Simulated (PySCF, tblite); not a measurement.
# BeFH2Li, a complex of two parts: NMR shifts, interaction energy, infrared bands, spin-spin couplings, core binding energies and electronic excitations

An exercise on one series of results from a longer session: the logs are not shown, and one member is left open.

Programs: tblite 0.8.0 and PySCF 2.14.0. All values are calculated, for the isolated system unless a continuum is named. Atoms count from 0, parts from 1.

## Starting point

5 atoms, charge 0, multiplicity 1; geometry: rigid parts in contact. Parts: 1 = atoms 0–2, `[BeH2]`, charge 0; 2 = atoms 3–4, `[Li][F]`, charge 0.

The first run:

The job: settings as JSON, then the geometry in Å.

```
{"job": {"kind": "dock", "xc": "GFN2-xTB", "basis": "xTB"}, "charge": 0, "multiplicity": 1, "parts": [{"atoms": "0-2", "charge": 0, "multiplicity": 1}, {"atoms": "3-4", "charge": 0, "multiplicity": 1}]}
Be     0.000053    -0.000140    -0.000052
H      0.830634     0.969050     0.088215
H     -0.830687    -0.968910    -0.088164
Li     2.662224     0.610228    -0.318175
F      2.875925    -0.582020    -1.237452
```

With the program's defaults for keys left out, this is: GFN2-xTB search for minima from random contacts, gas phase.

Launch:

```
$ OMP_NUM_THREADS=1 python cluster_run.py task.json out
```

This one command runs all jobs of the session in turn.

Among the steps run: Bringing the parts together with GFN2-xTB; Relaxing the molecule at PBE0-D3(BJ)/def2-TZVPD; Shielding tensors: PBE0/pcSseg-3; Coupled-cluster interaction energy: CCSD(T) and MP2.

One of the session's tables, all rows but one given; the rest of the session is left out.

It belongs to the step «Coupled-cluster interaction energy: CCSD(T) and MP2». 

```
                 method  interaction energy (kcal/mol)
         HF/aug-cc-pVDZ                         -66.96
        MP2/aug-cc-pVDZ                         -63.83
       CCSD/aug-cc-pVDZ                         -64.41
    CCSD(T)/aug-cc-pVDZ                         -64.21
         HF/aug-cc-pVQZ                         -70.48
        MP2/aug-cc-pVQZ                         -68.94
    SCS-MP2/aug-cc-pVQZ                         -68.25
      MP2, extrapolated                         -69.32
CCSD(T), limit estimate                              ?
```

Estimate the missing values for CCSD(T), limit estimate.

**Answer.** interaction energy (kcal/mol): -69.70. In the column «interaction energy (kcal/mol)» it lies between HF/aug-cc-pVQZ (-70.48) and MP2, extrapolated (-69.32).

Limits of these values: The interaction energy leaves out the deformation of the parts, 18.03 kcal/mol at MP2. So large a deformation means that a part is far from its own minimum, so a sum across the two methods would be rough.
